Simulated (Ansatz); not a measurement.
## Molecular dynamics of Mg₂NCl

The input (input.yaml):

```yaml
crystal:
  lattice:
    - [-3.321333, -1.917573, 6.002977]
    - [3.321333, -1.917573, 6.002977]
    - [0.0, 3.835145, 6.002977]
  atoms:
    - { symbol: Mg, position: [0.22544599, 0.19392533, 0.24251221] }
    - { symbol: Mg, position: [0.82297277, 0.74470444, 0.73785461] }
    - { symbol: "N", position: [0.50429522, 0.50807192, 0.49821081] }
    - { symbol: Cl, position: [-0.03293337, 0.02483178, -0.00076157] }
    - { symbol: Mg, position: [0.75724808, 0.70654419, 0.2060526] }
    - { symbol: Mg, position: [0.27903495, 0.26804525, 0.79858826] }
    - { symbol: "N", position: [-0.00102787, -0.00092331, 0.49011593] }
    - { symbol: Cl, position: [0.50227413, 0.50625913, 0.00308436] }
    - { symbol: Mg, position: [0.72114989, 0.21370355, 0.73520647] }
    - { symbol: Mg, position: [0.2822984, 0.79484784, 0.24042504] }
    - { symbol: "N", position: [0.00856384, 0.50279107, -0.01321715] }
    - { symbol: Cl, position: [0.48460075, 0.00758815, 0.51143793] }
    - { symbol: Mg, position: [0.25275303, 0.7257403, 0.70356408] }
    - { symbol: Mg, position: [0.74810986, 0.29348601, 0.28909343] }
    - { symbol: "N", position: [0.5074834, -0.00363366, 0.01584759] }
    - { symbol: Cl, position: [-0.02260159, 0.49928262, 0.52183269] }
basis:
  ecutwfc: 420.0
kpoints:
  mp_grid: { grid: [2, 2, 2] }
hamiltonian:
  xc: pbe
  dispersion: d3bj
scf:
  occupations: { method: fermi_dirac, width: 0.05 }
  lower_state_search: "off"
md:
  timestep: 1
  n_steps: 140
  ensemble: nvt_langevin
  temperature: 1170.0
  initial_velocities: maxwell_boltzmann
  seed: 101225
  friction: 0.01
```

Run as:

```bash
$ ansatz run input.yaml --threads 1 --pin off --max-ram 3072MiB --backend cpu --events-out ev --progress --plain --runs-dir out
```

It goes on from the last frame of an earlier run, with new velocities.

Output, in part (step lines):

```
md step     0: t =     0.00 fs  T =  1096.9 K  F+E_penalty+E_count = -21266.14834637 eV  E_kin = 2.268513 eV  (8 SCF iters)
md step     1: t =     1.00 fs  T =  1140.3 K  F+E_penalty+E_count = -21266.12438441 eV  E_kin = 2.358337 eV  (8 SCF iters)
md step     2: t =     2.00 fs  T =  1105.6 K  F+E_penalty+E_count = -21266.08571273 eV  E_kin = 2.286484 eV  (8 SCF iters)
md step     3: t =     3.00 fs  T =  1200.2 K  F+E_penalty+E_count = -21266.03149497 eV  E_kin = 2.482108 eV  (8 SCF iters)
md step     4: t =     4.00 fs  T =  1121.3 K  F+E_penalty+E_count = -21265.96391150 eV  E_kin = 2.318978 eV  (7 SCF iters)
md step     5: t =     5.00 fs  T =  1147.9 K  F+E_penalty+E_count = -21265.88670845 eV  E_kin = 2.374089 eV  (5 SCF iters)
md step     6: t =     6.00 fs  T =  1136.3 K  F+E_penalty+E_count = -21265.79912001 eV  E_kin = 2.350041 eV  (6 SCF iters)
md step     7: t =     7.00 fs  T =  1057.5 K  F+E_penalty+E_count = -21265.70812326 eV  E_kin = 2.187048 eV  (5 SCF iters)
[... lines left out ...]
md step   139: t =   139.00 fs  T =   710.5 K  F+E_penalty+E_count = -21265.11997040 eV  E_kin = 1.469451 eV  (6 SCF iters)
md step   140: t =   140.00 fs  T =   771.3 K  F+E_penalty+E_count = -21265.07998295 eV  E_kin = 1.595267 eV  (7 SCF iters)
```

The steps, from the saved trajectory:

| time (fs) | T (K) | potential energy less start (eV) |
| --- | --- | --- |
| 0.0 | 1097 | 0.000 |
| 4.0 | 1121 | 0.184 |
| 8.0 | 992 | 0.529 |
| 12.0 | 811 | 0.824 |
| 16.0 | 782 | 1.041 |
| 20.0 | 781 | 1.192 |
| 24.0 | 788 | 1.190 |
| 28.0 | 891 | 1.188 |
| 32.0 | 915 | 1.236 |
| 36.0 | 858 | 1.311 |
| 40.0 | 922 | 1.299 |
| 44.0 | 930 | 1.204 |
| 48.0 | 970 | 1.113 |
| 52.0 | 1039 | 1.179 |
| 56.0 | 953 | 1.303 |
| 60.0 | 1061 | 1.186 |
| 64.0 | 1170 | 0.894 |
| 68.0 | 1394 | 0.686 |
| 72.0 | 1332 | 0.651 |
| 76.0 | 1340 | 0.742 |
| 80.0 | 1229 | 0.943 |
| 84.0 | 945 | 1.108 |
| 88.0 | 892 | 1.044 |
| 92.0 | 934 | 0.929 |
| 96.0 | 1090 | 0.884 |
| 100.0 | 955 | 0.926 |
| 104.0 | 875 | 0.965 |
| 108.0 | 768 | 0.967 |
| 112.0 | 817 | 0.925 |
| 116.0 | 874 | 0.793 |
| 120.0 | 923 | 0.655 |
| 124.0 | 1027 | 0.481 |
| 128.0 | 1058 | 0.409 |
| 132.0 | 994 | 0.544 |
| 136.0 | 851 | 0.847 |
| 140.0 | 771 | 1.068 |

All steps were run. The mean temperature of the second half is 15 % below the set value. A run of 0.14 ps of so small a system gives no equilibrium averages. Limits of this set-up: coarse k mesh.

Mean squared displacements from the first frame to the last, about the centre of mass: Mg 0.09 Å², N 0.07 Å², Cl 0.08 Å².

Last frame:

```xyz
16
Lattice="-3.3213 -1.9176 6.0030 3.3213 -1.9176 6.0030 0.0000 3.8351 6.0030" Properties=species:S:1:pos:R:3
Mg -0.259 -0.129 4.371
Mg -0.016 -0.134 13.949
N -0.069 0.032 9.184
Cl -0.172 -0.172 0.150
Mg -0.035 -1.970 10.022
Mg -0.023 1.786 7.998
N -0.213 2.013 3.233
Cl 0.059 -2.171 6.160
Mg -1.847 1.033 10.076
Mg 1.446 -1.195 8.154
N 1.593 -0.913 3.198
Cl -1.720 0.585 6.290
Mg 1.399 1.087 10.125
Mg -1.846 -1.071 8.261
N -1.570 -0.854 3.083
Cl 1.764 0.902 5.971
```

The run took 16 min on 1 thread of AMD EPYC 7R43 64-Core Processor (Zen 3) (shared host), peak memory 0.64 GiB.
